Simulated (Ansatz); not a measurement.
# C2H4FSi: the cost of one run

Program: the Python package of Ansatz 0.2.0. Level of theory: PBE0/cc-pVDZ. These are calculated values, not measurements.

## Step 1: The system

Bond lengths: C1–C2 1.330 Å, C2–Si3 1.814 Å, Si3–F4 1.587 Å, C1–H5 1.141 Å, C1–H6 1.035 Å, C2–H7 1.064 Å, Si3–H8 1.556 Å. Angles: C1–C2–Si3 124.6°, C1–C2–H7 123.2°, Si3–C2–H7 112.2°, C2–C1–H5 115.5°, C2–C1–H6 128.7°, H5–C1–H6 115.8°, C2–Si3–F4 110.5°, C2–Si3–H8 109.8°, F4–Si3–H8 104.8°.

The script holds or builds the structure itself.

## Step 2: The code

Input file run_opt.py:

```python
'''Minimum-energy structure of C2H4FSi.'''

import itertools

import ansatz
from ase import Atoms
from ase.data import atomic_numbers, covalent_radii
import numpy as np

atoms = Atoms(['C', 'C', 'Si', 'F', 'H', 'H', 'H', 'H'], positions=[
    (-0.6019, 0.5596, 1.1098),
    (-0.482, 0.0977, -0.1318),
    (0.7997, -1.0622, -0.6807),
    (0.7584, -1.2315, -2.2578),
    (-1.4634, 1.2879, 1.2816),
    (0.0035, 0.3769, 1.9295),
    (-1.1294, 0.3859, -0.9258),
    (2.2073, -0.4713, -0.3807),
])
molecule = ansatz.Crystal.molecule_from_ase(atoms)

job = (
    molecule.calculation()
    .basis(gaussian='cc-pVDZ')
    .functional('PBE0')
    .spin('collinear', total=1)
)
symbols = [site.symbol for site in molecule.cartesian_sites]
start = np.array([site.position_ang for site in molecule.cartesian_sites], dtype=float)
def progress(event):
    if event['event'] == 'relax_step':
        row = event['data']
        print(f'step {row["step"]:3d}  E = {row["lagrangian_ev"]:.6f} eV  largest force component {row["allowed_force_max_ev_ang"]:.4f} eV/A')


r = job.relax(force_tolerance=0.01).session().plan().execute(on_event=progress).report
end = np.array(r['positions_ang'])

print('reference energy %16.6f eV' % r['reference_energy_ev'])
print('total energy     %16.6f eV' % r['free_energy_ev'])
print('occupied orbitals outside the frozen core (up, down):', r['n_occupied'], ' frozen:', r['n_frozen'], ' virtual:', r['n_virtual'])

# pairs closer than 1.2 times the sum of covalent radii, before or after
radius = [covalent_radii[atomic_numbers[s]] for s in symbols]
span = lambda where, i, j: np.linalg.norm(where[i] - where[j])
bonded = [(i, j) for i, j in itertools.combinations(range(len(symbols)), 2) if min(span(start, i, j), span(end, i, j)) < 1.2 * (radius[i] + radius[j])]
print('pair        before    after (A)')
for i, j in bonded:
    print(f'{symbols[i]}{i}-{symbols[j]}{j}'.ljust(10), f'{span(start, i, j):8.4f} {span(end, i, j):8.4f}')
with open('c2h4fsi_opt.xyz', 'w') as handle:
    handle.write(f'{len(symbols)}\nrelaxed C2H4FSi\n')
    handle.writelines(f'{s:2s} {x:11.6f} {y:11.6f} {z:11.6f}\n' for s, (x, y, z) in zip(symbols, end))
```

## Step 3: The input behind the calls

The package turns the script's settings into the engine's input:

```yaml
crystal:
  periodic: [false, false, false]
  atoms:
    - { symbol: C, position_ang: [-0.6019, 0.5596, 1.1098] }
    - { symbol: C, position_ang: [-0.482, 0.0977, -0.1318] }
    - { symbol: Si, position_ang: [0.7997, -1.0622, -0.6807] }
    - { symbol: F, position_ang: [0.7584, -1.2315, -2.2578] }
    - { symbol: H, position_ang: [-1.4634, 1.2879, 1.2816] }
    - { symbol: H, position_ang: [0.0035, 0.3769, 1.9295] }
    - { symbol: H, position_ang: [-1.1294, 0.3859, -0.9258] }
    - { symbol: H, position_ang: [2.2073, -0.4713, -0.3807] }
basis:
  gaussian:
    orbitals: cc-pVDZ
hamiltonian:
  xc: pbe0
magnetization:
  spin_polarized: true
  initial_magnetization: 1.0
relax:
  f_tol: 0.01
```

## Step 4: Launch

Started as:

```console
$ python run_opt.py
```

**Question.** How long does this script take on 1 thread of Arm Neoverse V1, shared host, and how much memory does it need?

About 76 s, with a peak of 0.27 GiB.
